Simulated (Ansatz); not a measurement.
# MgAu: how the settings move a relaxation

Question: which choices in the input matter for MgAu?

Computed with Ansatz 0.2.0 (reference: DFT, r2SCAN, PAW with Ansatz's default frozen-core files, scalar-relativistic, unless a step's input says otherwise).

1 further run of the same task is left out (set aside as unsound or not needed).

### Step 1. The structure to begin with

Symmetry: Pm-3m, No. 221, cubic system. Conventional cell: a = 2.497 Å, b = 2.497 Å, c = 2.497 Å, α = 90.00°, β = 90.00°, γ = 90.00°. Mg (site symmetry m-3m) has 8 Au at 2.16 Å as nearest neighbours. Around Au (site symmetry m-3m) lie 8 Mg at 2.16 Å.

As a file:

```xyz
2
Lattice="2.4974 0.0000 0.0000 0.0000 2.4974 0.0000 0.0000 0.0000 2.4974" Properties=species:S:1:pos:R:3 pbc="T T T"
Mg    1.2487    1.2487    1.2487
Au    0.0000    0.0000    0.0000
```

### Step 2. Reference

Contents of input.yaml:

```yaml
crystal:
  lattice:
    - [2.4974024402, 0.0, 0.0]
    - [0.0, 2.4974024402, 0.0]
    - [0.0, 0.0, 2.4974024402]
  atoms:
    - { symbol: Mg, position: [0.5, 0.5, 0.5] }
    - { symbol: Au, position: [0.0, 0.0, 0.0] }
kpoints:
  mp_grid: { grid: [11, 11, 11] }
scf:
  occupations: { method: fermi_dirac, width: 0.05 }
hamiltonian:
  xc: r2scan
  pseudopotentials: { kind: paw }
output:
  forces: true
  stress: true
relax:
  f_tol: 0.01
  max_steps: 30
```

Run with:

```bash
$ ansatz run input.yaml --threads 1 --pin off --max-ram 2048MiB --backend cpu --events-out ev --progress --plain --runs-dir out
```

### Step 3. Changed: dispersion d3bjatm

input.yaml: that of step 2 with these lines changed.

```diff
@@ -15,2 +15,3 @@
   pseudopotentials: { kind: paw }
+  dispersion: d3bjatm
 output:
@@ -18,2 +19,6 @@
   stress: true
+  write_density: true
+  write_potential: true
+  elf: true
+  volumetric_format: npy
 relax:
```

Q: Predict the outcome of this session. Wanted: for each run, ending; energy change; pressure; gap; force.

The runs gave:

| run | ending | energy change | pressure (GPa) | gap (eV) | force (eV/Å) | cycles | time |
| --- | --- | --- | --- | --- | --- | --- | --- |
| reference | converged | 0 | 517.5 | 0.00 | 0.00 | 8 | 3.9 s |
| 1: dispersion d3bjatm | converged | -247.8 meV/atom (offset of the dispersion model) | 518.2 | 0.00 | 0.00 | 8 | 9.2 s |

Times don't compare one to one where runs were asked for different outputs or read a saved state (see the inputs); cycles may leave out searches for a lower state.

**Reading.** The energy moves by -247.8 meV/atom, nearly all of it the dispersion term itself (-247.8 meV/atom); that offset belongs to the model and is no gain or loss of stability; the pressure goes from 517.5 to 518.2 GPa. The structure is not at rest: the sound run finds 518 GPa, so these are no properties of the relaxed crystal. Symmetry fixes the atoms and the cell is held, so no setting can move this relaxation. 
